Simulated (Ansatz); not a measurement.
Debugging relaxations under a series of pressures of GaC₃, space group Pm-3m (Ansatz's Python interface).

`gac3.vasp`
```text
GaC3
1.0
   3.31894800    0.00000000    0.00000000
   0.00000000    3.31894800    0.00000000
   0.00000000    0.00000000    3.31894800
Ga C
1 3
Direct
   0.00000000    0.00000000    0.00000000
   0.00000000    0.50000000    0.50000000
   0.50000000    0.00000000    0.50000000
   0.50000000    0.50000000    0.00000000
```

The script, `compress_gac3.py`:
```python
import ansatz as az
from ase.io import read
import numpy as np
import pandas as pd

def edges_and_angles(cell):
    cell = np.asarray(cell)
    a, b, c = np.linalg.norm(cell, axis=1)
    cosines = cell[1] @ cell[2] / (b * c), cell[0] @ cell[2] / (a * c), cell[0] @ cell[1] / (a * b)
    return (a, b, c, *np.degrees(np.arccos(cosines)))


def main() -> None:
    atoms = read("gac3.vasp", format="vasp")
    system = az.Crystal.from_ase(atoms)

    base = (
        system.calculation()
        .functional("pbe96")
        .basis(550)
        .kpoints(length=22)
        .occupations("cold")
        .scf(tolerance=1e-10)
    )

    rows = []
    for pressure in [0, 2, 4, 6, 8]:
        outcome = base.relax(cell=True, pressure=pressure, force_tolerance=0.01, max_steps=30).run(threads=1, backend="cpu")
        cell = outcome.lattice.cell_ang
        n_atoms = len(outcome.lattice.sites)
        volume = abs(np.linalg.det(cell)) / n_atoms
        enthalpy = outcome.report["free_energy_ev"] / n_atoms + pressure * volume / 160.21766
        rows.append((pressure, volume, enthalpy, *edges_and_angles(cell)))
        print(f"{pressure} GPa done: {volume:.4f} A^3/atom")

    table = pd.DataFrame(rows, columns=["P_GPa", "V_A3_atom", "H_eV_atom", "a", "b", "c", "alpha", "beta", "gamma"])
    print(table.round(4).to_string(index=False))
    p, v = np.array([row[0] for row in rows], float), np.array([row[1] for row in rows])
    print("mean bulk modulus between rows (GPa):", np.round(-np.diff(p) / np.diff(np.log(v)), 1))


if __name__ == "__main__":
    main()
```

Running `python compress_gac3.py` prints:
```text
Traceback (most recent call last):
  File "compress_gac3.py", line 43, in <module>
    main()
    ~~~~^^
  File "compress_gac3.py", line 19, in main
    .functional("pbe96")
     ~~~~~~~~~~^^^^^^^^^
  ...
ansatz.errors.InputError: .functional('pbe96'): not one of lda, pbe, pbesol, rpbe, revpbe, blyp, pbe0, revpbe0, b3lyp, b3lyp5, hse06, wpbeh, hiss, lc_wpbe, cam_b3lyp, hf, r2scan, r2scanh, r2scan0, r2scan50, mr2scan, a composition, a text  [hamiltonian.xc]
```
(Library frames cut from the traceback.)

Find the fault and give the corrected script.

The fault: the functional's name isn't one that the program knows. The correction:

```diff
--- before
+++ after
@@ -18,3 +18,3 @@
         system.calculation()
-        .functional("pbe96")
+        .functional("pbe")
         .basis(550)
```

With that change:

`python compress_gac3.py` gives:
```text
0 GPa done: 9.2443 A^3/atom
2 GPa done: 9.1249 A^3/atom
4 GPa done: 9.0133 A^3/atom
6 GPa done: 8.9114 A^3/atom
8 GPa done: 8.8150 A^3/atom
 P_GPa  V_A3_atom  H_eV_atom      a      b      c  alpha  beta  gamma
     0     9.2443 -1130.7355 3.3315 3.3315 3.3315   90.0  90.0   90.0
     2     9.1249 -1130.6208 3.3171 3.3171 3.3171   90.0  90.0   90.0
     4     9.0133 -1130.5076 3.3036 3.3036 3.3036   90.0  90.0   90.0
     6     8.9114 -1130.3957 3.2911 3.2911 3.2911   90.0  90.0   90.0
     8     8.8150 -1130.2851 3.2791 3.2791 3.2791   90.0  90.0   90.0
mean bulk modulus between rows (GPa): [153.8 162.4 175.9 183.9]
```

Notes:
- Absolute energies stand on the zero of these potentials, so only differences at equal settings mean something.
- At a fixed pressure a relaxation lowers the enthalpy F + PV, while F alone can rise.
- For a metal this k-point mesh is coarse: on a finer one energies can move by several to tens of meV an atom and pressures by half a GPa or more, differences at one mesh by less.
- This cell is a computed structure, which may not be the phase found in nature.
- Symmetry holds the cell in this phase, whether or not it is the stable one at each pressure.
- It ran for 22 s on 1 thread of Arm Neoverse V2 (shared host), peak memory 0.47 GiB.
